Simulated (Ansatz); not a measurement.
**InH3O: a ladder of functionals and wavefunction methods**

An exercise on one series of results from a longer session: the logs are not shown, and one member is left open.

Program: Ansatz 0.2.0, Gaussian basis. Level of theory: functionals in def2-TZVPP, the program's frozen cores in correlated methods. These are calculated values, not measurements.

The runs, in order: LDA (SPW92), PBE-D4, revPBE-D4, BLYP-D4, r2SCAN-D4, B97M-V, PBE0-D4, B3LYP-D4, r2SCANh-D4, r2SCAN0-D4, HSE06-D4, BHLYP-D4, CAM-B3LYP-D4, LC-ωPBE, ωB97X-V, ωB97M-V, B2PLYP, PBE-QIDH; CCSD(T)/def2-SVP; CCSD(T)/def2-TZVPP; CCSD(T)/def2-QZVPP; extrapolation to the limit; RPA on PBE.

1 further run of the same task is left out (for a known fault of the program).

## The relaxed structure

An earlier PBE0-D4 in a triple-zeta def2 set relaxation fixed the geometry. In takes the def2 core potential; no spin-orbit term is included.

5 atoms, charge 0, spin multiplicity 1.

Atoms are counted from 1 here; the program's logs count them from 0.

Bond lengths: O1–In2 1.991 Å, O1–H3 0.959 Å, In2–H4 1.715 Å, In2–H5 1.705 Å. Angles: In2–O1–H3 113.4°, O1–In2–H4 114.8°, O1–In2–H5 111.5°, H4–In2–H5 133.7°.

Set-up of the first run:

The input, in.yaml:

```yaml
crystal:
  periodic: [false, false, false]
  atoms:
    - {symbol: O, position_ang: [0.829282, -0.830845, 0.776579]}
    - {symbol: In, position_ang: [-0.169392, 0.504190, -0.312407]}
    - {symbol: H, position_ang: [0.380686, -1.675833, 0.849399]}
    - {symbol: H, position_ang: [-1.661634, -0.055662, -0.945431]}
    - {symbol: H, position_ang: [0.670957, 1.984449, -0.409440]}
basis:
  gaussian: {orbitals: def2-TZVPP}
hamiltonian: {xc: lda}
output: {orbitals: {seedname: orbitals}}
```

On the command line:

```bash
ansatz run in.yaml --threads 2 --pin off --events-out ev --progress --plain --max-ram 32768MiB --backend cpu
```

Steps of the session up to this table: LDA; PBE-D4 (GGA); revPBE-D4 (GGA); BLYP-D4 (GGA); r2SCAN-D4 (meta-GGA); B97M-V (meta-GGA); PBE0-D4 (hybrid); B3LYP-D4 (hybrid); r2SCANh-D4 (hybrid); r2SCAN0-D4 (hybrid); HSE06-D4 (hybrid); BHLYP-D4 (hybrid); CAM-B3LYP-D4 (range-separated); LC-ωPBE (range-separated); ωB97X-V (range-separated); ωB97M-V (range-separated); B2PLYP (double hybrid); PBE-QIDH (double hybrid).

One table of the session follows, with a row left open; its other results are not shown here.

It belongs to the step «Frontier levels by functional». 

```
  functional  HOMO (eV)  LUMO (eV)  gap (eV)
 LDA (SPW92)      -6.95      -2.44      4.52
      PBE-D4          ?          ?         ?
   revPBE-D4      -6.64      -2.08      4.56
     BLYP-D4      -6.64      -2.18      4.46
   r2SCAN-D4      -7.02      -1.89      5.13
      B97M-V      -7.11      -2.20      4.91
     PBE0-D4      -8.23      -1.48      6.74
    B3LYP-D4      -8.02      -1.78      6.24
  r2SCANh-D4      -7.61      -1.65      5.96
  r2SCAN0-D4      -8.44      -1.30      7.14
    HSE06-D4      -7.82      -1.84      5.98
    BHLYP-D4      -9.52      -0.90      8.62
CAM-B3LYP-D4      -9.63      -0.72      8.91
     LC-ωPBE     -10.96       0.39     11.35
     ωB97X-V     -10.62       0.27     10.89
     ωB97M-V     -10.50      -0.04     10.46
```

Q: Estimate the row for PBE-D4 from the others.

As computed: HOMO (eV): -6.73; LUMO (eV): -2.19; gap (eV): 4.54. In the column «HOMO (eV)» it lies between LDA (SPW92) (-6.95) and revPBE-D4 (-6.64).
